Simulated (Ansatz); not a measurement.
**C₃H₅F₃O: up Jacob's ladder to CCSD(T)**

Aim: compute C₃H₅F₃O with functionals from several rungs and with coupled cluster, and see how far each lands from CCSD(T) at the basis-set limit for the atomisation energy.

Program: Ansatz 0.2.0, Gaussian basis. Level of theory: functionals in def2-TZVPP, the program's frozen cores in correlated methods. These are calculated values, not measurements.

The runs, in order: PBE-D4, r2SCAN-D4, PBE0-D4, B3LYP-D4, ωB97X-V, ωB97M-V, B2PLYP; CCSD(T)/def2-TZVPP; MP2/def2-QZVPP; extrapolation to the limit.

### Step 1. The relaxed structure

An earlier PBE0-D4 in a triple-zeta def2 set relaxation fixed the geometry.

SMILES `CC(F)OC(F)F`, 12 atoms, charge 0, spin multiplicity 1.

Atoms are counted from 1 here; the program's logs count them from 0.

Bond lengths: C1–C2 1.498 Å, C1–H8 1.090 Å, C1–H9 1.091 Å, C1–H10 1.090 Å, C2–F3 1.371 Å, C2–O4 1.406 Å, C2–H11 1.093 Å, O4–C5 1.355 Å, C5–F6 1.357 Å, C5–F7 1.348 Å, C5–H12 1.091 Å. Angles: C2–C1–H8 109.7°, C2–C1–H9 109.5°, C2–C1–H10 110.0°, H8–C1–H9 109.3°, H8–C1–H10 109.2°, H9–C1–H10 109.2°, C1–C2–F3 109.6°, C1–C2–O4 108.6°, C1–C2–H11 113.1°, F3–C2–O4 108.2°, F3–C2–H11 107.1°, O4–C2–H11 110.2°, C2–O4–C5 117.0°, O4–C5–F6 111.0°, O4–C5–F7 112.2°, O4–C5–H12 108.6°, F6–C5–F7 106.0°, F6–C5–H12 109.2° and more.

Geometry (Å):

```xyz
12
C3H5F3O
C    -1.1124    0.6816   -1.1796
C    -0.5498   -0.2465   -0.1464
F    -1.5575   -0.6907    0.6703
O     0.3720    0.4654    0.6412
C     1.4226   -0.2311    1.1380
F     2.2265   -0.6768    0.1404
F     1.0316   -1.3270    1.8178
H    -1.8884    0.1700   -1.7491
H    -1.5434    1.5552   -0.6887
H    -0.3231    1.0052   -1.8587
H    -0.0735   -1.1309   -0.5786
H     1.9955    0.4257    1.7936
```

### Step 2. PBE-D4 (GGA)

The input, in.yaml:

```yaml
crystal:
  periodic: [false, false, false]
  atoms:
    - {symbol: C, position_ang: [-1.112427, 0.681562, -1.179619]}
    - {symbol: C, position_ang: [-0.549753, -0.246549, -0.146440]}
    - {symbol: F, position_ang: [-1.557536, -0.690713, 0.670304]}
    - {symbol: O, position_ang: [0.372006, 0.465381, 0.641199]}
    - {symbol: C, position_ang: [1.422573, -0.231078, 1.137955]}
    - {symbol: F, position_ang: [2.226504, -0.676837, 0.140402]}
    - {symbol: F, position_ang: [1.031599, -1.327031, 1.817766]}
    - {symbol: H, position_ang: [-1.888375, 0.170014, -1.749141]}
    - {symbol: H, position_ang: [-1.543441, 1.555214, -0.688736]}
    - {symbol: H, position_ang: [-0.323124, 1.005189, -1.858719]}
    - {symbol: H, position_ang: [-0.073549, -1.130882, -0.578562]}
    - {symbol: H, position_ang: [1.995543, 0.425719, 1.793599]}
basis:
  gaussian: {orbitals: def2-TZVPP}
hamiltonian: {xc: pbe, dispersion: d4}
output: {forces: true, orbitals: {seedname: orbitals}}
```

Launch:

```
$ ansatz run in.yaml --threads 2 --pin off --events-out ev --progress --plain --max-ram 22528MiB --backend cuda --devices 0, --max-vram 18GiB
```

After this run come: r2SCAN-D4 (meta-GGA); PBE0-D4 (hybrid); B3LYP-D4 (hybrid); ωB97X-V (range-separated); ωB97M-V (range-separated); B2PLYP (double hybrid); CCSD(T) in def2-TZVPP; MP2 in def2-QZVPP.

Before running them: what should the planned runs give, taken together? Wanted: atomisation energy, CCSD(T)/CBS; farthest; mean size of error, hybrid; mean size of error, range-separated; gap, smallest and largest; T1 diagnostic; triples share of the correlation energy.

As calculated:

```
                               quantity                                 value
        atomisation energy, CCSD(T)/CBS                             49.787 eV
    functionals within 0.249 eV (0.5 %)            B3LYP-D4, ωB97X-V, ωB97M-V
                               farthest                    PBE-D4 (+1.736 eV)
             mean size of error, hybrid                              0.225 eV
    mean size of error, range-separated                              0.195 eV
              gap, smallest and largest  8.70 eV (PBE-D4), 15.67 eV (ωB97X-V)
                          T1 diagnostic                                0.0117
triples share of the correlation energy                                 3.3 %
```

**Reading.** PBE-D4 misses by +1.736 eV. Double hybrids carry the basis error of their MP2 part in triple zeta, and no dispersion term here, so their miss is partly the set-up's. Misses under about 0.249 eV are within the doubt on the reference itself, which lacks core-valence correlation, relativity and higher excitations. Hartree-Fock recovers 71 % of the binding; the rest is correlation. Orbital gaps span 8.7 to 15.7 eV; exact exchange widens them.
